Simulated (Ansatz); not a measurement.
Turn this script for Ansatz 0.2.0 through its Python package into the input file that the command-line program reads.

Script `si3n4.py`:
```python
"""Self-consistent field of Si3N4 at the given structure."""

from pathlib import Path
import warnings

import ansatz as az
import numpy as np


def main() -> None:
    warnings.simplefilter("ignore", az.DeckWarning)

    structure = (
        az.Lattice.from_parameters(5.428105, 5.428105, 5.428105, alpha=60.0, beta=60.0, gamma=60.0)
        .atom("Si", (0.625, 0.625, 0.625))
        .atom("Si", (0.125, 0.625, 0.625))
        .atom("Si", (0.625, 0.625, 0.125))
        .atom("Si", (0.625, 0.125, 0.625))
        .atom("Si", (0.0, 0.0, 0.0))
        .atom("Si", (0.25, 0.25, 0.25))
        .atom("N", (0.3824, 0.3824, 0.3824))
        .atom("N", (0.3972, 0.8676, 0.8676))
        .atom("N", (0.3824, 0.3824, 0.8528))
        .atom("N", (0.8676, 0.3972, 0.8676))
        .atom("N", (0.8528, 0.3824, 0.3824))
        .atom("N", (0.8676, 0.8676, 0.8676))
        .atom("N", (0.3824, 0.8528, 0.3824))
        .atom("N", (0.8676, 0.8676, 0.3972))
    )

    # the calculation
    base = (
        structure.calculation()
        .functional("lda")
        .kpoints(5, shift=0.5)
        .occupations("fixed")
        .mixing("anderson", ndim=12, beta=0.4)
        .scf(self_checks="high")
        .density()
        .potential()
        .electron_localization_function()
        .output_files(volumetric_format="npy")
    )
    with warnings.catch_warnings(record=True) as caught:
        warnings.simplefilter("always")
        result = base.run()
    print("warnings raised:", sorted(w.category.__name__ for w in caught) or "none")
    rep = result.report

    for key in ("converged", "n_iterations", "n_electrons", "n_kpoints", "n_pw", "n_symmetry_ops", "free_energy_ev", "fermi_energy_ev"):
        print(f"{key:18s} {rep[key]}")

    folder = Path(result.write_results("fields"))
    print("densities in e/A^3, potentials in eV, ELF without unit")
    for name in sorted(p.name for p in folder.glob("*.npy")):
        field = np.load(folder / name)
        print(f"{name:16s} {str(field.shape):16s} min {field.min():10.4f}  mean {field.mean():10.4f}  max {field.max():10.4f}")

    for term in (az.EnergyTerm.SMEARING, az.EnergyTerm.DISPERSION):
        print(f"F without {term.name.lower()}: {az.free_energy_without(rep, term):.5f} eV")


if __name__ == "__main__":
    main()
```

```console
$ python si3n4.py
warnings raised: ['DeckWarning', 'DeckWarning', 'PlacementWarning']
converged          True
n_iterations       7
n_electrons        64.0
n_kpoints          19
n_pw               2229
n_symmetry_ops     12
free_energy_ev     -6659.736412930592
fermi_energy_ev    11.334459244059198
densities in e/A^3, potentials in eV, ELF without unit
elf.npy          (40, 40, 40)     min     0.0323  mean     0.4094  max     0.9049
rho.npy          (40, 40, 40)     min     0.0501  mean     0.5659  max     3.7400
v_es.npy         (40, 40, 40)     min   -64.6732  mean     2.4249  max    15.2658
v_tot.npy        (40, 40, 40)     min   -85.9494  mean   -10.1926  max     7.2614
F without smearing: -6659.73641 eV
F without dispersion: -6659.73641 eV
```

`input.yaml`:
```yaml
crystal:
  lattice: { a: 5.428105, b: 5.428105, c: 5.428105, alpha: 60.0, beta: 60.0, gamma: 60.0 }
  atoms:
    - { symbol: Si, position: [0.625, 0.625, 0.625] }
    - { symbol: Si, position: [0.125, 0.625, 0.625] }
    - { symbol: Si, position: [0.625, 0.625, 0.125] }
    - { symbol: Si, position: [0.625, 0.125, 0.625] }
    - { symbol: Si, position: [0.0, 0.0, 0.0] }
    - { symbol: Si, position: [0.25, 0.25, 0.25] }
    - { symbol: "N", position: [0.3824, 0.3824, 0.3824] }
    - { symbol: "N", position: [0.3972, 0.8676, 0.8676] }
    - { symbol: "N", position: [0.3824, 0.3824, 0.8528] }
    - { symbol: "N", position: [0.8676, 0.3972, 0.8676] }
    - { symbol: "N", position: [0.8528, 0.3824, 0.3824] }
    - { symbol: "N", position: [0.8676, 0.8676, 0.8676] }
    - { symbol: "N", position: [0.3824, 0.8528, 0.3824] }
    - { symbol: "N", position: [0.8676, 0.8676, 0.3972] }
kpoints:
  mp_grid: { grid: [5, 5, 5], shift: [0.5, 0.5, 0.5] }
hamiltonian:
  xc: lda
scf:
  self_checks: high
  mixing: { algorithm: anderson, beta: 0.4, ndim: 12 }
  occupations: { method: fixed }
output:
  write_density: true
  write_potential: true
  volumetric_format: npy
  elf: true
```

On the command line:
```console
$ ansatz run input.yaml --threads 1 --pin off --max-ram 3072MiB --backend cpu --events-out ev --progress --plain --runs-dir out
Warning: crystal.symmetry: narrowed to the stabiliser of the k-point mesh — unitary ops 48 → 12; excluded 36 operations that carry a point of the 5×5×5 mesh (shift [0.5, 0.5, 0.5]) off the mesh (the run samples exactly the mesh kpoints.mp_grid names, as under crystal.symmetry.detect: false, and its converged state has the mesh's symmetry, not the crystal's; ε∞, the Born charges and the force [...]
Engine: ansatz 0.2.0, aarch64-unknown-linux-gnu
Pseudopotentials: kind: paw
Pseudopotential: Si, paw, valence charge 4, recommended cutoff 420 eV (normal), Si.paw.azcp
Pseudopotential: N, paw, valence charge 5, recommended cutoff 420 eV (normal), N.paw.azcp
Functional definition: SPW92
  exchange = slater_x
  correlation = pw_c
Crystal: 14 atoms, lattice volume = 113.091 Å³
Basis set: ecut = 420 eV, 2229 PW (Γ)
Bands: 46, of which v1, the nominal top of the filled ones, is band 32 counted from 1 (31 counted from 0)
Symmetry: 12 space group operations
k-points: 19 of 125
Non-local potential: Si, projectors of the file, l = 0: 2, l = 1: 2, l = 2: 2
Non-local potential: N, projectors of the file, l = 0: 2, l = 1: 2, l = 2: 1
PAW form: soft (Blöchl's): semilocal exchange-correlation on the pseudo side does not see the compensation charge
PAW frozen core: Si, regenerated for the run's functional, and the local potential with it (the file was generated under x = pbe(κ = 0.804, μ = 0.2195149727645171), c = pbe(β = 0.06672455060314922))
PAW frozen core: N, regenerated for the run's functional, and the local potential with it (the file was generated under x = pbe(κ = 0.804, μ = 0.2195149727645171), c = pbe(β = 0.06672455060314922))
PAW one-centre angular grid: Si, 110 points (default); XC on 64 Gauss nodes
PAW one-centre angular grid: N, 110 points (default); XC on 64 Gauss nodes
Initial density: superposition of atomic densities (neutral atoms: chi_scale 0, normalization atom), corrected by the library's trained network
Initial wavefunctions: pseudopotential atomic-orbital guess
Functional: x = slater, c = lda
SCF iter   1: F=—  HF=-6659.803983 eV  |F-HF|=—  |Δ(HF+E_count)|=         —  Δρ=1.27e-2  dr2=1.89e-1  ethr=1.77e-3  ⟨swp⟩=5.1  Hψ=3605  notcnv=0  defer=219
preconditioner: auto → Resta (q_TF=auto, 2.481 Å⁻¹)  ε∞=4.4  [insulator: Δε(μ)=3.456 eV  Ē_g=15.261 eV  n_scr=26 (ndim 12)  ℏωp=27.9 eV  f_vac=0.000  ε∞_Penn≈4.4]
SCF iter   2: F=—  HF=-6659.747054 eV  |F-HF|=—  |Δ(HF+E_count)|=   5.69e-2  Δρ=5.65e-3  dr2=3.17e-2  ethr=2.95e-4  ⟨swp⟩=3.0  Hψ=1525  notcnv=0  defer=224  κ⁻¹=1.0e0(r=1)
SCF iter   3: F=—  HF=-6659.737582 eV  |F-HF|=—  |Δ(HF+E_count)|=   9.47e-3  Δρ=2.45e-3  dr2=2.79e-3  ethr=4.95e-5  ⟨swp⟩=2.1  Hψ=1213  notcnv=0  defer=224  κ⁻¹=3.3e-3(r=2)
SCF iter   4: F=—  HF=-6659.736458 eV  |F-HF|=—  |Δ(HF+E_count)|=   1.12e-3  Δρ=3.87e-4  dr2=1.18e-4  ethr=4.36e-6  ⟨swp⟩=3.0  Hψ=1363  notcnv=0  defer=224  κ⁻¹=9.0e-5(r=3)
SCF iter   5: F=—  HF=-6659.736410 eV  |F-HF|=—  |Δ(HF+E_count)|=   4.75e-5  Δρ=1.07e-4  dr2=1.01e-5  ethr=1.85e-7  ⟨swp⟩=2.8  Hψ=1403  notcnv=0  defer=206  κ⁻¹=1.0e-5(r=4)
SCF iter   6: F=—  HF=-6659.736413 eV  |F-HF|=—  |Δ(HF+E_count)|=   2.62e-6  Δρ=3.46e-5  dr2=4.94e-7  ethr=1.58e-8  ⟨swp⟩=2.0  Hψ=1222  notcnv=0  defer=194  κ⁻¹=3.2e-7(r=5)
SCF iter   7: F=-6659.736413 eV  HF=-6659.736413 eV  |F-HF|=1.14e-8  |Δ(HF+E_count)|=   8.79e-8  Δρ=4.48e-6  dr2=1.77e-8  ethr=1.56e-10  ⟨swp⟩=16.4  Hψ=5007  notcnv=0
SCF 1 converged in 7 iterations: F = -6659.736413 eV  dr2 = 1.77e-8
  greatest PAW one-centre occupation: 0.785 electrons in one spin orbital (limit 2), on the N atom at site 11 (counted from 0), in its partial waves of l = 0
SCF converged after 7 iterations
Stability not checked: this state was not tested for a lower state beside it, because the mixer in use, unlike msr1, does not test its closes by its own steps (another_mixer; see scf.mixing.algorithm and scf.lower_state_search)
Free energy (F): -6659.736413 eV
Harris-Foulkes:  -6659.736413 eV  (|F-HF|=1.14e-8)
Internal energy: -6659.736413 eV  (E = F + TS)
E sigma→0 (E₀):  -6659.736413 eV
Fermi energy:    11.334459 eV
--- Per-component energies (eV) ---
  E_band       = 287.878277
  E_kinetic    = 1374.260756
  E_local      = -1458.132866  (includes V_loc(G=0)·N_el)
  E_nonlocal   = 522.710905
  E_hartree    = 478.582166
  E_xc         = -828.672401
  E_vxc        = -923.197635  (∫ρ·V_xc dr)
  E_paw        = -3867.513549  (= ΣΔE_a)
  E_vpaw       = -184.926830  (= ΣTr[D̂ρ^β])
  E_aug_tail   = 0.000823  (compensation charges beyond the density's cutoff)
  E_ewald      = -2882.118584
  E_core_change = 1.146337  (= ΣΔE_core)
  E_smearing   = -0.000000  (= −TS)
  E_closure    = -0.000000  (closes the sum)
  Σ components = -6659.736413   (vs F -6659.736413, Δ=0.00e0)
--- Band table (eV; the first three rows and the last of 19) ---
  k-point 0: bands = ["-7.6603", "-4.2679", "-3.4008", "-3.2222", "-3.2222", "-2.2242", "-2.2242", "-2.2179", "0.7636", "1.7819", "2.2662", "2.2662", "2.4471", "3.9345", "3.9345", "6.8537", "7.0319", "7.0319", "8.7401", "8.7401", "8.9550", "9.2083", "9.3912", "9.3912", "10.4302", "10.4302", "11.0504", "11.0504", "11.0504", "11.1076", "11.3106", "11.3106", "14.9049", "14.9427", "14.9427", "16.5838", "18.0186", "18.8558", "18.8558", "18.8601", "19.5053", "19.5783", "19.5783", "20.8842", "21.2172", "21.2172"]
  k-point 1: bands = ["-7.3685", "-4.6823", "-3.8941", "-3.2593", "-3.0205", "-2.5942", "-2.5781", "-2.1207", "1.3626", "2.3541", "2.5445", "2.9301", "3.4148", "4.3163", "4.5138", "5.9796", "6.8404", "6.9577", "8.0476", "8.3000", "8.4755", "8.8783", "9.0372", "9.2491", "9.6560", "9.9465", "10.2251", "10.6965", "10.7535", "10.8640", "10.9365", "11.3345", "15.6055", "15.7328", "15.8375", "17.4692", "18.5338", "19.5045", "19.5310", "19.5809", "20.1322", "20.1679", "20.2586", "20.5260", "20.8912", "21.2855"]
  k-point 2: bands = ["-6.7453", "-5.6750", "-4.0202", "-3.1631", "-3.0552", "-2.8332", "-2.7008", "-2.3748", "2.2987", "2.8549", "3.3198", "3.7144", "4.5529", "4.7253", "5.1231", "5.6097", "6.5251", "6.9673", "7.0318", "7.6792", "7.7047", "8.0802", "8.4920", "8.5856", "9.1510", "9.2948", "9.3305", "10.3890", "10.6230", "10.6688", "10.8612", "11.1672", "16.4105", "16.9721", "17.1396", "18.0735", "18.6485", "18.6620", "18.9922", "19.9625", "20.8221", "21.3195", "21.5702", "22.1250", "22.1283", "22.1383"]
  k-point 18: bands = ["-6.6777", "-5.8567", "-3.7799", "-3.0196", "-3.0196", "-2.7625", "-2.7447", "-2.7447", "2.5971", "2.6098", "3.5232", "3.5232", "4.4449", "4.4449", "5.5602", "5.6239", "6.7110", "7.0445", "7.0445", "7.6056", "7.6056", "7.6087", "8.5826", "8.5826", "9.1489", "9.1489", "9.3919", "10.4658", "10.8717", "10.8717", "10.9819", "10.9819", "16.3369", "17.1047", "17.1047", "17.8467", "18.2807", "18.2807", "18.9796", "19.8237", "21.0629", "21.3628", "22.0833", "22.0833", "22.3025", "22.3025"]
```

The settings weren't tested for convergence. The Fermi level of a run with fixed occupations marks the highest occupied state on its mesh, not mid-gap. An absolute Fermi energy rests on an arbitrary zero of the periodic potential and has no direct meaning. The mesh has less symmetry than the crystal, which the program warned of. Grid values close to the nuclei reflect the PAW or pseudopotential construction, not the all-electron fields. The starting cell is as deposited in a crystallographic database; the results hold for this polymorph, which needn't be the stable one. The script silences the warnings on its input, which a real study should read. It ran for 6.7 s on 1 thread of Arm Neoverse V2, with other jobs on the host, peak memory 0.43 GiB.

(Lines on the test bed's own set-up are left out of the output.)
